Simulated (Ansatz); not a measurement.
# Ta2Te: one candidate structure, part 2 of 2

Aim: relax Ta2Te from this start, 2H molybdenite type (P6_3/mmc, No. 194), and see where it ends.

Ansatz 0.2.0; DFT PBE, scalar-relativistic, plane waves, PAW. The steps go on from the part before.

## 4. Full relaxation

The input, input.yaml:

```yaml
crystal:
  lattice:
    - [3.3761635478, 0.0, 0.0]
    - [-1.6880817739, 2.9238433997, 0.0]
    - [0.0, 0.0, 12.5356601243]
  atoms:
    - { symbol: Ta, position: [0.3333333333, 0.6666666667, 0.5805573298] }
    - { symbol: Ta, position: [0.6666666667, 0.3333333333, 0.0805573298] }
    - { symbol: Ta, position: [0.3333333333, 0.6666666667, 0.9194426702] }
    - { symbol: Ta, position: [0.6666666667, 0.3333333333, 0.4194426702] }
    - { symbol: Te, position: [0.3333333333, 0.6666666667, 0.25] }
    - { symbol: Te, position: [0.6666666667, 0.3333333333, 0.75] }
basis:
  ecutwfc: 420
kpoints:
  mp_grid: { grid: [12, 12, 4] }
hamiltonian:
  xc: pbe
scf:
  occupations: { method: gaussian, width: 0.1 }
output:
  forces: true
  stress: true
  eigenvalues: true
relax:
  adjacent_minimum: "off"
  f_tol: 0.01
  max_steps: 80
  cell: { stress_tol: 0.05 }
```

Started as:

```console
$ ansatz run input.yaml --threads 1 --pin off --max-ram 2560MiB --backend cpu --events-out ev --progress --plain --runs-dir out
```

The log of the run:

```text
Warning: RAYON_NUM_THREADS=1 ignored (pool sized by the plan → 1); use --threads N
[... 9 set-up lines as earlier in the session ...]
Crystal: 6 atoms, lattice volume = 123.744 Å³
Basis set: ecut = 420 eV, 2453 PW (Γ), exchange–correlation on 48×48×180 points (8 copies of the dense FFT grid, shifted against one another)
Bands: 51, of which v1, the nominal top of the filled ones, is band 42 counted from 1 (41 counted from 0)
[... 2 set-up lines as earlier in the session ...]
k-points: 57 of 576
[... 8 set-up lines as earlier in the session ...]
SCF iter   1: F=—  HF=-53687.871059 eV  |F-HF|=—  |Δ(HF+E_count)|=         —  Δρ=5.35e-3  dr2=2.65e-2  ethr=1.77e-3  ⟨swp⟩=6.4  Hψ=11467  notcnv=0
preconditioner: auto → Kerker (q_TF=auto, 2.558 Å⁻¹)  [metal: Δε(μ)=0.002 eV  Ē_g=6.079 eV  σ=0.100 eV  W_gap=0.01  n_scr=40 (ndim 8)  ℏωp=18.9 eV  f_vac=0.000  D(μ)=5.61/eV (n_scr^D=52)]
SCF iter   2: F=—  HF=-53687.868339 eV  |F-HF|=—  |Δ(HF+E_count)|=   2.72e-3  Δρ=3.19e-3  dr2=1.07e-2  ethr=3.16e-5  ⟨swp⟩=2.5  Hψ=5560  notcnv=0  defer=1
SCF iter   3: F=—  HF=-53687.867372 eV  |F-HF|=—  |Δ(HF+E_count)|=   9.67e-4  Δρ=6.42e-4  dr2=7.44e-4  ethr=1.27e-5  ⟨swp⟩=3.0  Hψ=5204  notcnv=0  defer=1
SCF iter   4: F=—  HF=-53687.867117 eV  |F-HF|=—  |Δ(HF+E_count)|=   2.56e-4  Δρ=2.67e-4  dr2=1.29e-4  ethr=8.86e-7  ⟨swp⟩=2.0  Hψ=4709  notcnv=0  defer=1
SCF iter   5: F=—  HF=-53687.867087 eV  |F-HF|=—  |Δ(HF+E_count)|=   2.96e-5  Δρ=5.74e-5  dr2=7.13e-6  ethr=1.54e-7  ⟨swp⟩=2.0  Hψ=4902  notcnv=0  defer=1
SCF iter   6: F=—  HF=-53687.867084 eV  |F-HF|=—  |Δ(HF+E_count)|=   2.73e-6  Δρ=1.84e-5  dr2=5.54e-7  ethr=8.49e-9  ⟨swp⟩=2.3  Hψ=4897  notcnv=0  defer=1
SCF iter   7: F=-53687.867084 eV  HF=-53687.867084 eV  |F-HF|=3.38e-8  |Δ(HF+E_count)|=   1.25e-7  Δρ=4.39e-6  dr2=3.81e-8  ethr=1.19e-10  ⟨swp⟩=10.2  Hψ=12465  notcnv=0
SCF 1 converged in 7 iterations: F = -53687.867084 eV  dr2 = 3.81e-8
relax step   1: F+E_penalty+E_count = -53687.86708414 eV  Δ(F+E_penalty+E_count) = +0.000e0 eV  max|allowed force component| = 3.505e-2 eV/Å  Δτ_max = 0.0000 Å  P = -0.106 GPa  Ω = 123.744 Å³  (7 SCF iters, dr2 threshold 1.00e-7 eV, accepted)
Crystal: 6 atoms, lattice volume = 122.865 Å³
Basis set: ecut = 420 eV, 2419 PW (Γ), exchange–correlation on 48×48×180 points (8 copies of the dense FFT grid, shifted against one another)
[... 2 set-up lines as earlier in the session ...]
iter 1 solved again at ethr=1.34e-5 eV; its pass at ethr=3.10e-3 eV (dr2=1.13e-2 eV) is discarded
SCF iter   1: F=—  HF=-53687.864526 eV  |F-HF|=—  |Δ(HF+E_count)|=         —  Δρ=1.55e-3  dr2=1.16e-2  ethr=1.34e-5  ⟨swp⟩=1.6  Hψ=13246  notcnv=0
preconditioner: auto → Kerker (q_TF=auto, 2.561 Å⁻¹)  [metal: Δε(μ)=0.003 eV  Ē_g=6.082 eV  σ=0.100 eV  W_gap=0.01  n_scr=40 (ndim 8)  ℏωp=19.0 eV  f_vac=0.000  D(μ)=5.93/eV (n_scr^D=64)]
SCF iter   2: F=—  HF=-53687.863398 eV  |F-HF|=—  |Δ(HF+E_count)|=   1.13e-3  Δρ=9.58e-4  dr2=5.12e-3  ethr=1.34e-5  ⟨swp⟩=1.1  Hψ=2917  notcnv=0
SCF iter   3: F=—  HF=-53687.862485 eV  |F-HF|=—  |Δ(HF+E_count)|=   9.14e-4  Δρ=2.15e-4  dr2=1.14e-4  ethr=6.10e-6  ⟨swp⟩=2.0  Hψ=3547  notcnv=0
SCF iter   4: F=—  HF=-53687.862468 eV  |F-HF|=—  |Δ(HF+E_count)|=   1.73e-5  Δρ=1.02e-4  dr2=1.36e-5  ethr=1.36e-7  ⟨swp⟩=2.0  Hψ=5018  notcnv=0
SCF iter   5: F=—  HF=-53687.862465 eV  |F-HF|=—  |Δ(HF+E_count)|=   2.20e-6  Δρ=1.84e-5  dr2=4.54e-7  ethr=1.62e-8  ⟨swp⟩=2.0  Hψ=3518  notcnv=0
SCF iter   6: F=-53687.862465 eV  HF=-53687.862465 eV  |F-HF|=8.61e-9  |Δ(HF+E_count)|=   4.58e-8  Δρ=4.02e-6  dr2=2.62e-8  ethr=4.00e-10  ⟨swp⟩=7.1  Hψ=11227  notcnv=0
SCF 2 converged in 6 iterations: F = -53687.862465 eV  dr2 = 2.62e-8
relax step   2: F+E_penalty+E_count = -53687.86246528 eV  Δ(F+E_penalty+E_count) = +4.619e-3 eV  max|allowed force component| = 5.971e-2 eV/Å  Δτ_max = 0.0051 Å  P = +0.615 GPa  Ω = 122.865 Å³  energy of the carried Pulay correction = +2.562e-4 eV  (6 SCF iters, dr2 threshold 3.36e-7 eV, rejected (line search))
Crystal: 6 atoms, lattice volume = 123.635 Å³
Basis set: ecut = 420 eV, 2455 PW (Γ), exchange–correlation on 48×48×180 points (8 copies of the dense FFT grid, shifted against one another)
iter 1 solved again at ethr=7.63e-6 eV; its pass at ethr=3.10e-3 eV (dr2=6.41e-3 eV) is discarded
SCF iter   1: F=—  HF=-53687.869301 eV  |F-HF|=—  |Δ(HF+E_count)|=         —  Δρ=1.13e-3  dr2=6.66e-3  ethr=7.63e-6  ⟨swp⟩=1.8  Hψ=13592  notcnv=0
preconditioner: auto → Kerker (q_TF=auto, 2.558 Å⁻¹)  [metal: Δε(μ)=0.006 eV  Ē_g=6.090 eV  σ=0.100 eV  W_gap=0.03  n_scr=40 (ndim 8)  ℏωp=18.9 eV  f_vac=0.000  D(μ)=5.76/eV (n_scr^D=52)]
SCF iter   2: F=—  HF=-53687.868645 eV  |F-HF|=—  |Δ(HF+E_count)|=   6.56e-4  Δρ=7.02e-4  dr2=2.96e-3  ethr=7.63e-6  ⟨swp⟩=1.1  Hψ=2918  notcnv=0
SCF iter   3: F=—  HF=-53687.868101 eV  |F-HF|=—  |Δ(HF+E_count)|=   5.44e-4  Δρ=1.43e-4  dr2=5.82e-5  ethr=3.52e-6  ⟨swp⟩=2.0  Hψ=3576  notcnv=0
SCF iter   4: F=—  HF=-53687.868095 eV  |F-HF|=—  |Δ(HF+E_count)|=   6.59e-6  Δρ=5.50e-5  dr2=3.95e-6  ethr=6.92e-8  ⟨swp⟩=2.0  Hψ=4575  notcnv=0
SCF iter   5: F=—  HF=-53687.868093 eV  |F-HF|=—  |Δ(HF+E_count)|=   1.42e-6  Δρ=1.31e-5  dr2=2.35e-7  ethr=4.70e-9  ⟨swp⟩=2.0  Hψ=5079  notcnv=0
SCF iter   6: F=—  HF=-53687.868093 eV  |F-HF|=—  |Δ(HF+E_count)|=   5.88e-9  Δρ=2.83e-6  dr2=1.46e-8  ethr=2.80e-10  ⟨swp⟩=2.0  Hψ=3727  notcnv=0
SCF iter   7: F=—  HF=-53687.868093 eV  |F-HF|=—  |Δ(HF+E_count)|=   2.28e-9  Δρ=5.23e-7  dr2=4.11e-10  ethr=1.73e-11  ⟨swp⟩=2.0  Hψ=3837  notcnv=0
SCF iter   8: F=-53687.868093 eV  HF=-53687.868093 eV  |F-HF|=2.91e-11  |Δ(HF+E_count)|=  3.64e-11  Δρ=1.12e-7  dr2=1.88e-11  ethr=1.00e-12  ⟨swp⟩=5.8  Hψ=11238  notcnv=0
SCF 3 converged in 8 iterations: F = -53687.868093 eV  dr2 = 1.88e-11
relax step   3: F+E_penalty+E_count = -53687.86809330 eV  Δ(F+E_penalty+E_count) = -1.009e-3 eV  max|allowed force component| = 4.573e-4 eV/Å  Δτ_max = 0.0023 Å  P = -0.061 GPa  Ω = 123.635 Å³  energy of the carried Pulay correction = +3.181e-5 eV  (8 SCF iters, accepted)
Crystal: 6 atoms, lattice volume = 123.573 Å³
iter 1 solved again at ethr=2.31e-8 eV; its pass at ethr=3.10e-3 eV (dr2=1.94e-5 eV) is discarded
SCF iter   1: F=—  HF=-53687.868122 eV  |F-HF|=—  |Δ(HF+E_count)|=         —  Δρ=5.61e-5  dr2=1.91e-5  ethr=2.31e-8  ⟨swp⟩=2.0  Hψ=12515  notcnv=0
preconditioner: auto → Kerker (q_TF=auto, 2.558 Å⁻¹)  [metal: Δε(μ)=0.007 eV  Ē_g=6.083 eV  σ=0.100 eV  W_gap=0.04  n_scr=40 (ndim 8)  ℏωp=18.9 eV  f_vac=0.000  D(μ)=5.74/eV (n_scr^D=52)]
SCF iter   2: F=—  HF=-53687.868124 eV  |F-HF|=—  |Δ(HF+E_count)|=   1.81e-6  Δρ=3.32e-5  dr2=7.60e-6  ethr=2.27e-8  ⟨swp⟩=1.2  Hψ=2933  notcnv=0
SCF iter   3: F=—  HF=-53687.868122 eV  |F-HF|=—  |Δ(HF+E_count)|=   1.40e-6  Δρ=7.81e-6  dr2=3.05e-7  ethr=9.05e-9  ⟨swp⟩=2.0  Hψ=3560  notcnv=0
iter 4 did not close the SCF: its close was put off for the readings that it lacked (scf_convergence_deferred on its scf_iter line)
SCF iter   4: F=-53687.868122 eV  HF=-53687.868122 eV  |F-HF|=8.56e-9  |Δ(HF+E_count)|=   5.44e-8  Δρ=3.12e-6  dr2=1.70e-8  ethr=3.63e-10  ⟨swp⟩=2.3  Hψ=4213  notcnv=0
iter 5 did not close the SCF: its close was put off for the readings that it lacked (scf_convergence_deferred on its scf_iter line)
SCF iter   5: F=-53687.868122 eV  HF=-53687.868122 eV  |F-HF|=5.82e-10  |Δ(HF+E_count)|=   4.10e-9  Δρ=8.54e-7  dr2=1.24e-9  ethr=2.03e-11  ⟨swp⟩=2.0  Hψ=4736  notcnv=0
SCF iter   6: F=-53687.868122 eV  HF=-53687.868122 eV  |F-HF|=8.00e-11  |Δ(HF+E_count)|=  2.11e-10  Δρ=2.20e-7  dr2=1.21e-10  ethr=1.47e-12  ⟨swp⟩=2.0  Hψ=8662  notcnv=0
SCF 4 converged in 6 iterations: F = -53687.868122 eV  dr2 = 1.21e-10
relax step   4: F+E_penalty+E_count = -53687.86812216 eV  Δ(F+E_penalty+E_count) = -2.887e-5 eV  max|allowed force component| = 3.797e-7 eV/Å  Δτ_max = 0.0002 Å  P = +0.010 GPa  Ω = 123.573 Å³  energy of the carried Pulay correction = +4.958e-5 eV  (6 SCF iters, dr2 threshold 1.98e-8 eV, accepted)
[... 1 set-up line as earlier in the session ...]
iter 1 solved again at ethr=3.08e-7 eV; its pass at ethr=3.10e-3 eV (dr2=2.59e-4 eV) is discarded
SCF iter   1: F=—  HF=-53687.868058 eV  |F-HF|=—  |Δ(HF+E_count)|=         —  Δρ=1.34e-5  dr2=7.94e-9  ethr=3.08e-7  ⟨swp⟩=3.1  Hψ=18010  notcnv=0
eigensolver tolerance schedule: the retry pair's looser diagonalisation over-reported the residual by 32587.21 of it (diagonalisation noise at an unbounded share of the residual, at the tolerance the schedule requests for it); recorded, not acted on — ethr = c·dr2/N_el stays at c = 1.0e-1
preconditioner: auto → Kerker (q_TF=auto, 2.558 Å⁻¹)  [metal: Δε(μ)=0.007 eV  Ē_g=6.084 eV  σ=0.100 eV  W_gap=0.04  n_scr=40 (ndim 8)  ℏωp=18.9 eV  f_vac=0.000  D(μ)=5.74/eV (n_scr^D=52)]
SCF iter   2: F=—  HF=-53687.868062 eV  |F-HF|=—  |Δ(HF+E_count)|=   3.74e-6  Δρ=6.85e-6  dr2=2.04e-9  ethr=9.45e-12  ⟨swp⟩=3.9  Hψ=7964  notcnv=0
SCF iter   3: F=—  HF=-53687.868062 eV  |F-HF|=—  |Δ(HF+E_count)|=   1.40e-7  Δρ=6.27e-7  dr2=1.89e-10  ethr=2.43e-12  ⟨swp⟩=2.0  Hψ=5072  notcnv=0
iter 4 did not close the SCF: its close was put off for the readings that it lacked (scf_convergence_deferred on its scf_iter line)
SCF iter   4: F=-53687.868062 eV  HF=-53687.868062 eV  |F-HF|=2.91e-11  |Δ(HF+E_count)|=  6.48e-10  Δρ=1.79e-7  dr2=2.88e-11  ethr=1.00e-12  ⟨swp⟩=1.2  Hψ=3221  notcnv=0
iter 5 did not close the SCF: its close was put off for the readings that it lacked (scf_convergence_deferred on its scf_iter line)
SCF iter   5: F=-53687.868062 eV  HF=-53687.868062 eV  |F-HF|=1.46e-11  |Δ(HF+E_count)|=  7.28e-12  Δρ=5.11e-8  dr2=2.77e-12  ethr=1.00e-12  ⟨swp⟩=1.0  Hψ=2907  notcnv=0
iter 6 did not close the SCF: its close was put off for the readings that it lacked (scf_convergence_deferred on its scf_iter line)
SCF iter   6: F=-53687.868062 eV  HF=-53687.868062 eV  |F-HF|=7.28e-12  |Δ(HF+E_count)|=  7.28e-12  Δρ=9.23e-9  dr2=1.26e-13  ethr=1.00e-12  ⟨swp⟩=1.0  Hψ=2907  notcnv=0
iter 7 did not close the SCF: its close was put off for the readings that it lacked (scf_convergence_deferred on its scf_iter line)
SCF iter   7: F=-53687.868062 eV  HF=-53687.868062 eV  |F-HF|=2.18e-11  |Δ(HF+E_count)|=  7.28e-12  Δρ=3.01e-9  dr2=1.31e-14  ethr=1.00e-12  ⟨swp⟩=1.0  Hψ=2907  notcnv=0
SCF iter   8: F=-53687.868062 eV  HF=-53687.868062 eV  |F-HF|=2.18e-11  |Δ(HF+E_count)|=  1.46e-11  Δρ=3.75e-10  dr2=1.53e-16  ethr=1.00e-12  ⟨swp⟩=1.5  Hψ=6184  notcnv=0
SCF 5 converged in 8 iterations: F = -53687.868062 eV  dr2 = 1.53e-16
relax step   5: F+E_penalty+E_count = -53687.86806166 eV  Δ(F+E_penalty+E_count) = +6.051e-5 eV  max|allowed force component| = 3.265e-6 eV/Å  Δτ_max = 0.0000 Å  P = +0.010 GPa  Ω = 123.573 Å³  stress off target by 1.31e-2 GPa  SCF on the basis re-selected at this cell (its energy is not comparable with the rows above)  (8 SCF iters)
basis re-selected at this cell: Δ(F+E_penalty+E_count) = +6.051e-5 eV, ΔP = -0.000 GPa vs the last step (what re-selecting the basis moved, of the pressure what is left beyond the Pulay correction that the steps carried, after the strain that the cell walked since its last selection, with what the two solves' SCF thresholds leave and, on support functions, any second-order correction that the steps lacked; it is no measure of the basis error at this ecutwfc). This SCF's stress stands 1.31e-2 GPa from its target on what of the cell is left free (relax.cell.stress_tol is 5.00e-2 GPa) and its largest allowed force component is 3.26e-6 eV/Å (relax.f_tol is 1.00e-2 eV/Å): within both
SCF converged after 8 iterations
Free energy (F): -53687.868062 eV
Harris-Foulkes:  -53687.868062 eV  (|F-HF|=2.18e-11)
Internal energy: -53687.839347 eV  (E = F + TS)
E sigma→0 (E₀):  -53687.853704 eV
Entropy (-TS):   -0.028715 eV (-4.786 meV/atom)
Fermi energy:    16.810534 eV
--- Per-component energies (eV) ---
  E_band       = -835.554993
  E_kinetic    = 1825.632729
  E_local      = -4178.677094  (includes V_loc(G=0)·N_el)
  E_nonlocal   = -560.932093
  E_hartree    = 2158.630598
  E_xc         = -1122.804431
  E_vxc        = -1025.437558  (∫ρ·V_xc dr)
  E_paw        = -42912.300360  (= ΣΔE_a)
  E_vpaw       = -1213.402414  (= ΣTr[D̂ρ^β])
  E_aug_tail   = 0.000239  (compensation charges beyond the density's cutoff)
  E_ewald      = -8897.388936
  E_smearing   = -0.028715  (= −TS)
  E_closure    = -0.000000  (closes the sum)
  Σ components = -53687.868062   (vs F -53687.868062, Δ=0.00e0)
--- Forces (eV/Å), atoms counted from 1 ---
  atom   1  Ta     0.00000000     0.00000000     0.00000326
  atom   2  Ta    -0.00000000    -0.00000000     0.00000326
  atom   3  Ta     0.00000000     0.00000000    -0.00000326
  atom   4  Ta     0.00000000    -0.00000000    -0.00000326
  atom   5  Te    -0.00000000    -0.00000000     0.00000000
  atom   6  Te    -0.00000000     0.00000000     0.00000000
  max |Σ_I F_I| component: 1.16e-17 eV/Å
--- Stress (GPa, compression-positive) ---
        0.008614      -0.000000       0.000000
       -0.000000       0.008614       0.000000
        0.000000       0.000000       0.013120
  P = ⅓ Tr σ = 0.0101 GPa (0.101 kbar)
--- Band table (eV; the first three rows and the last of 57) ---
  k-point 0: bands = ["-51.0154", "-51.0153", "-50.9228", "-50.9227", "-20.7763", "-20.7763", "-20.7763", "-20.7763", "-20.7621", "-20.7621", "-20.7551", "-20.7551", "-20.7550", "-20.7550", "-17.8597", "-17.8483", "-17.4654", "-17.4654", "-17.4637", "-17.4637", "-17.2529", "-17.2529", "-17.2512", "-17.2512", "-17.2331", "-17.2199", "2.5843", "2.7284", "8.8076", "10.1998", "11.5874", "13.1325", "14.8700", "15.2261", "15.5323", "15.5323", "16.3248", "16.3248", "16.3528", "16.3528", "16.4526", "16.4526", "16.6666", "16.6666", "18.2950", "18.8136", "18.8690", "18.8690", "19.0497", "19.0497", "20.4074"]
  k-point 1: bands = ["-51.0153", "-51.0153", "-50.9228", "-50.9227", "-20.7763", "-20.7763", "-20.7763", "-20.7763", "-20.7621", "-20.7621", "-20.7551", "-20.7551", "-20.7551", "-20.7551", "-17.8581", "-17.8500", "-17.4651", "-17.4651", "-17.4639", "-17.4639", "-17.2526", "-17.2526", "-17.2514", "-17.2514", "-17.2311", "-17.2218", "2.6044", "2.7063", "8.9459", "9.8601", "11.9643", "12.9926", "14.8905", "15.1326", "15.5924", "15.5924", "16.0564", "16.0564", "16.3626", "16.3626", "16.4365", "16.4365", "17.0412", "17.0412", "18.2789", "18.2789", "18.3667", "18.7315", "19.5746", "19.5746", "20.3052"]
  k-point 2: bands = ["-51.0153", "-51.0153", "-50.9227", "-50.9227", "-20.7763", "-20.7763", "-20.7763", "-20.7763", "-20.7621", "-20.7621", "-20.7551", "-20.7551", "-20.7551", "-20.7551", "-17.8541", "-17.8541", "-17.4645", "-17.4645", "-17.4645", "-17.4645", "-17.2520", "-17.2520", "-17.2520", "-17.2520", "-17.2264", "-17.2264", "2.6544", "2.6544", "9.3307", "9.3307", "12.5683", "12.5683", "14.9757", "14.9757", "15.7705", "15.7705", "15.7705", "15.7705", "16.3987", "16.3987", "16.3987", "16.3987", "17.6259", "17.6259", "17.6259", "17.6259", "18.5442", "18.5442", "20.0234", "20.0234", "20.0234"]
  k-point 56: bands = ["-50.9567", "-50.9567", "-50.9566", "-50.9566", "-20.7713", "-20.7713", "-20.7683", "-20.7683", "-20.7594", "-20.7594", "-20.7553", "-20.7553", "-20.7432", "-20.7432", "-17.7803", "-17.7803", "-17.7721", "-17.7721", "-17.6996", "-17.6996", "-17.3376", "-17.3376", "-17.2493", "-17.2493", "-17.2405", "-17.2405", "5.4609", "5.4609", "10.8669", "10.8669", "11.0569", "11.0569", "12.2732", "12.2732", "14.5753", "14.5753", "14.7992", "14.7992", "15.7166", "15.7166", "15.7207", "15.7207", "18.1792", "18.1792", "18.4176", "18.4176", "19.5870", "19.5870", "19.6393", "19.6393", "20.2429"]
--- Relaxed structure (4 steps of the walk, 3 accepted, 1 SCFs on fresh bases) ---
  F+E_penalty+E_count = -53687.86806166 eV   max|allowed force component| = 3.265e-6 eV/Å   (the final SCF, on the basis selected at the relaxed cell)
  cell:  # Å, volume = 123.5735 Å³
    - [3.3697470361268342, 0.0, 0.0]
    - [-1.6848735180634171, 2.918286537613157, 0.0]
    - [0.0, 0.0, 12.566086172404239]
  atoms:
    - { symbol: Ta, position: [0.3333333333333333, 0.6666666666666666, 0.5803921139822555] }
    - { symbol: Ta, position: [0.6666666666666666, 0.3333333333333333, 0.0803921139822555] }
    - { symbol: Ta, position: [0.3333333333333333, 0.6666666666666666, 0.9196078860177447] }
    - { symbol: Ta, position: [0.6666666666666666, 0.3333333333333333, 0.4196078860177445] }
    - { symbol: Te, position: [0.3333333333333333, 0.6666666666666666, 0.25] }
    - { symbol: Te, position: [0.6666666666666666, 0.3333333333333333, 0.75] }
```

Wall time 1.7 min (1 thread of Arm Neoverse V2, shared host); peak memory 0.56 GiB.

The steps of the relaxation:

```csv
step,energy from step 1 (eV/cell),largest force component (eV/Å),pressure (GPa),volume (Å³)
1,0.0000,0.0350,-0.11,123.74
2,0.0046,0.0597,0.62,122.86
3,-0.0010,0.0005,-0.06,123.63
4,-0.0010,0.0000,0.01,123.57
5,-0.0010,0.0000,0.01,123.57
```

Step 1 is the start. Step 5 repeats the geometry before it on a plane-wave basis chosen anew for that cell, so its energy need not be comparable with the rows above. Step 2 was tried and not accepted.

|  | before | after | change |
| --- | --- | --- | --- |
| a (Å) | 3.376 | 3.370 | -0.2 % |
| b (Å) | 3.376 | 3.370 | -0.2 % |
| c (Å) | 12.536 | 12.566 | +0.2 % |
| volume (Å³/atom) | 20.62 | 20.60 | -0.1 % |
| shortest distance (Å) | 2.807 | 2.805 | -0.1 % |
| space group (0.01 Å) | P6_3/mmc | P6_3/mmc | same |

Forces and stress were held to the start's 24 operations: a distortion of lower symmetry was not tested.

## 5. Changing settings: dr2_threshold 1.0e-08

The input, input.yaml:

```yaml
crystal:
  lattice:
    - [3.3697470361, 0.0, 0.0]
    - [-1.6848735181, 2.9182865376, 0.0]
    - [0.0, 0.0, 12.5660861724]
  atoms:
    - { symbol: Ta, position: [0.3333333333, 0.6666666667, 0.580392114] }
    - { symbol: Ta, position: [0.6666666667, 0.3333333333, 0.080392114] }
    - { symbol: Ta, position: [0.3333333333, 0.6666666667, 0.919607886] }
    - { symbol: Ta, position: [0.6666666667, 0.3333333333, 0.419607886] }
    - { symbol: Te, position: [0.3333333333, 0.6666666667, 0.25] }
    - { symbol: Te, position: [0.6666666667, 0.3333333333, 0.75] }
basis:
  ecutwfc: 420
kpoints:
  mp_grid: { grid: [12, 12, 4] }
hamiltonian:
  xc: pbe
scf:
  occupations: { method: gaussian, width: 0.1 }
  convergence: { dr2_threshold: 1.0e-08 }
output:
  forces: true
  eigenvalues: true
  stress: true
```

Started as:

```console
$ ansatz run input.yaml --threads 1 --pin off --max-ram 2560MiB --backend cpu --events-out ev --progress --plain --runs-dir out
```

The log of the run (excerpt; [...] marks lines left out):

```text
Warning: output.stress: scf.convergence.dr2_threshold = 1e-8 eV is looser than the 6e-10 eV advised for a printed stress (1e-10 eV for each atom of the cell: 6). What an SCF threshold leaves in a stress goes as its square root, and in the free energy as the threshold itself, and one [...]
Warning: RAYON_NUM_THREADS=1 ignored (pool sized by the plan → 1); use --threads N
[...]
[... 3 set-up lines as earlier in the session ...]
[...]
Fermi energy:    16.810541 eV
[...]
--- Forces (eV/Å), atoms counted from 1 ---
  atom   1  Ta    -0.00000000    -0.00000000     0.00003367
  atom   2  Ta     0.00000000     0.00000000     0.00003367
  atom   3  Ta    -0.00000000    -0.00000000    -0.00003367
  atom   4  Ta     0.00000000     0.00000000    -0.00003367
  atom   5  Te     0.00000000     0.00000000     0.00000000
  atom   6  Te    -0.00000000    -0.00000000     0.00000000
[...]
--- Stress (GPa, compression-positive) ---
        0.008665      -0.000000       0.000000
       -0.000000       0.008665       0.000000
        0.000000       0.000000       0.013198
  P = ⅓ Tr σ = 0.0102 GPa (0.102 kbar)
--- Band table (eV; the first three rows and the last of 57) ---
[...]
```

Wall time 20 s (1 thread of Arm Neoverse V2, shared host); peak memory 0.53 GiB.

```
    run     ending  energy change  pressure (GPa)  gap (eV)  force (eV/Å)  cycles     time
 step 4  converged              0             0.0      0.00          0.00       -  1.7 min
variant  converged   0.0 meV/atom             0.0      0.00          0.00       8     20 s
```

The changed convergence setting doesn't alter the result here (within 0.5 meV/atom).

## 6. Results

This closing draws on all 2 parts. Changes of volume or cell count from the first structure of part 1.

Formation energies count from the elements, computed with the same settings in runs not shown here.

```
                          quantity                                                                        value
                              cell  a = 3.370 Å, b = 3.370 Å, c = 12.566 Å, α = 90.00°, β = 90.00°, γ = 120.00°
                       space group                                                           P6_3/mmc (No. 194)
                            volume                                                                20.60 Å³/atom
                   gap on the mesh                                                                 none (metal)
formation energy from the elements                                                               +0.177 eV/atom
```

What this shows: The space group stayed P6_3/mmc, and from the first guess the volume went from 20.74 to 20.60 Å³/atom. The formation energy of +0.18 eV/atom is positive, so the elements lie lower than this structure; another structure of the compound can lie lower. The runs treat Ta, Te without spin-orbit coupling.
